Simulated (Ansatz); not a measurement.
# CH₅Al₂FSe: geometry optimisation

The task: find the minimum of CH₅Al₂FSe nearest to the start.

Method: RKS PBE-D4/def2-SVP; program: Ansatz 0.2.0.

### Step 1. The starting structure

SMILES `F[CH]([AlH2])[Se][AlH2]`, 10 atoms, charge 0, spin multiplicity 1.

Atoms are counted from 1 here; the program's logs count them from 0.

Bond lengths: F1–C2 1.360 Å, C2–Al3 1.974 Å, C2–Se4 2.135 Å, C2–H6 1.111 Å, Al3–Se4 2.459 Å, Al3–H7 1.703 Å, Al3–H8 1.583 Å, Se4–Al5 2.471 Å, Al5–H7 1.813 Å, Al5–H9 1.597 Å, Al5–H10 1.593 Å. Angles: F1–C2–Al3 121.0°, F1–C2–Se4 110.3°, F1–C2–H6 110.1°, Al3–C2–Se4 73.4°, Al3–C2–H6 125.9°, Se4–C2–H6 105.3°, C2–Al3–Se4 56.3°, C2–Al3–H7 105.2°, C2–Al3–H8 136.4°, Se4–Al3–H7 94.0°, Se4–Al3–H8 130.3°, H7–Al3–H8 115.8°, C2–Se4–Al3 50.3°, C2–Se4–Al5 88.7°, Al3–Se4–Al5 69.4°, Se4–Al5–H7 90.8°, Se4–Al5–H9 112.8°, Se4–Al5–H10 111.0° and more.

As a file:

```
F    -2.3310   -1.5371    0.7446
C    -1.2890   -0.6651    0.6764
Al    0.4914   -1.2530    0.0605
Se   -1.0627    0.0628   -1.3176
Al    0.8111    1.4704   -0.5330
H    -1.5012    0.2327    1.2948
H     1.5265    0.0654    0.3627
H     1.2037   -2.6346   -0.2372
H     0.3976    2.4398    0.6672
H     1.8367    1.7676   -1.7154
```

### Step 2. Relaxation

File input.yaml:

```yaml
crystal:
  periodic: [false, false, false]
  atoms:
    - { symbol: F, position_ang: [-2.331028, -1.537091, 0.744557] }
    - { symbol: C, position_ang: [-1.289022, -0.665138, 0.676418] }
    - { symbol: Al, position_ang: [0.491439, -1.253006, 0.060521] }
    - { symbol: Se, position_ang: [-1.062713, 0.062809, -1.317551] }
    - { symbol: Al, position_ang: [0.811144, 1.470408, -0.533003] }
    - { symbol: H, position_ang: [-1.501239, 0.232708, 1.294762] }
    - { symbol: H, position_ang: [1.526485, 0.065362, 0.362737] }
    - { symbol: H, position_ang: [1.203744, -2.634647, -0.237244] }
    - { symbol: H, position_ang: [0.397572, 2.439774, 0.667205] }
    - { symbol: H, position_ang: [1.836718, 1.76762, -1.715401] }
basis:
  gaussian: { orbitals: def2-SVP }
hamiltonian:
  xc: pbe
  dispersion: d4
output:
  forces: true
relax:
  f_tol: 0.003
  max_steps: 120
```

Command:

```bash
> ansatz run input.yaml --threads 1 --pin off --max-ram 2560MiB --backend cpu --events-out ev --progress --plain --runs-dir out
```

What it wrote, cut to the lines that bear on the results:

```text
Warning: RAYON_NUM_THREADS=1 ignored (pool sized by the plan → 1); use --threads N
[...]
Functional definition: PBE
[...]
1328 factors; their error is unknown
[...]
mean field -82342.72594626 eV, -3026.0393646209 hartree, gradient 2.3e-5 eV, S^2 0.000000; 0 other end points of the search recorded, 0 dependent functions left out
[...]
reference -82342.72599021 eV, -3026.0393662357 hartree; 40, 40 occupied and 81, 81 virtual orbitals, 1328 factors
relax step   1: F+E_penalty+E_count = -82343.00836606 eV  Δ(F+E_penalty+E_count) = +0.000e0 eV  max|allowed force component| = 2.927e-2 eV/Å  Δτ_max = 0.0000 Å  (29 SCF iters, accepted)
[...]
relax step   5: F+E_penalty+E_count = -82343.00886827 eV  Δ(F+E_penalty+E_count) = -5.383e-5 eV  max|allowed force component| = 9.759e-3 eV/Å  Δτ_max = 0.0064 Å  (32 SCF iters, accepted)
[...]
relax step   6: F+E_penalty+E_count = -82343.00888174 eV  Δ(F+E_penalty+E_count) = -1.346e-5 eV  max|allowed force component| = 2.840e-3 eV/Å  Δτ_max = 0.0033 Å  (24 SCF iters, accepted)
1328 factors; their error is unknown
[...]
mean field -82342.72660438 eV, -3026.0393888064 hartree, gradient 1.8e-5 eV, S^2 0.000000; 1 other end points of the search recorded, 0 dependent functions left out
[...]
reference -82342.72664836 eV, -3026.0393904226 hartree; 40, 40 occupied and 81, 81 virtual orbitals, 1328 factors
Total energy: -82343.00892572 eV, -3026.0497639240 hartree
Atom 0 at    -2.321967    -1.552217     0.727756 Å, force     0.000167     0.001415    -0.000823 eV/Å
Atom 1 at    -1.290433    -0.664713     0.676743 Å, force     0.000631    -0.000230     0.001823 eV/Å
Atom 2 at     0.493253    -1.247502     0.067281 Å, force     0.001681    -0.000517     0.000789 eV/Å
Atom 3 at    -1.063824     0.068077    -1.309435 Å, force    -0.002840     0.001539    -0.002837 eV/Å
Atom 4 at     0.813274     1.474638    -0.534123 Å, force     0.000940    -0.001450     0.001246 eV/Å
Atom 5 at    -1.520725     0.224221     1.300756 Å, force    -0.000033    -0.001428     0.000062 eV/Å
Atom 6 at     1.529465     0.070043     0.364415 Å, force    -0.000352    -0.000017     0.000032 eV/Å
Atom 7 at     1.194773    -2.634219    -0.231750 Å, force     0.000414     0.000090     0.000240 eV/Å
Atom 8 at     0.419841     2.448098     0.668200 Å, force    -0.000506     0.001000    -0.000142 eV/Å
Atom 9 at     1.829443     1.762373    -1.726843 Å, force    -0.000103    -0.000402    -0.000389 eV/Å
Dipole moment:     0.125479    -0.032076     0.175389 e Å
```

Wall time 20 s (1 thread of Intel Xeon 6975P-C (Granite Rapids), shared host); peak memory 0.19 GiB.

Relaxation path:

```tsv
step	energy from step 1 (eV)	largest force component (eV/Å)
1	0.0000	0.0293
2	-0.0002	0.0314
3	-0.0003	0.0176
4	-0.0004	0.0153
5	-0.0005	0.0098
6	-0.0005	0.0028
```

Distances of close pairs at the start and the end, largest changes first:

```tsv
bond	before (Å)	after (Å)	change (Å)
C2–Se4	2.135	2.129	-0.006
Al5–H7	1.813	1.815	+0.001
F1–C2	1.360	1.362	+0.001
Se4–Al5	2.471	2.470	-0.001
Al5–H9	1.597	1.596	-0.001
Al3–Se4	2.459	2.460	+0.001
Al3–H7	1.703	1.702	-0.001
C2–Al3	1.974	1.973	-0.001
```

### Step 3. Results

| quantity | value |
| --- | --- |
| energy gained | 0.0005 eV |
| root mean square move | 0.015 Å |
| dipole moment | 1.05 D |

What this shows: Bond lengths: F1–C2 1.362 Å, C2–Al3 1.973 Å, C2–Se4 2.129 Å, C2–H6 1.110 Å, Al3–Se4 2.460 Å, Al3–H7 1.702 Å, Al3–H8 1.583 Å, Se4–Al5 2.470 Å, Al5–H7 1.815 Å, Al5–H9 1.596 Å, Al5–H10 1.593 Å. Angles: F1–C2–Al3 120.3°, F1–C2–Se4 109.9°, F1–C2–H6 110.1°, Al3–C2–Se4 73.6°, Al3–C2–H6 126.7°, Se4–C2–H6 105.7°, C2–Al3–Se4 56.1°, C2–Al3–H7 105.5°, C2–Al3–H8 135.9°, Se4–Al3–H7 94.0°, Se4–Al3–H8 130.1°, H7–Al3–H8 116.2°, C2–Se4–Al3 50.3°, C2–Se4–Al5 89.1°, Al3–Se4–Al5 69.4°, Se4–Al5–H7 90.8°, Se4–Al5–H9 113.3°, Se4–Al5–H10 110.6° and more. No frequencies were computed here.
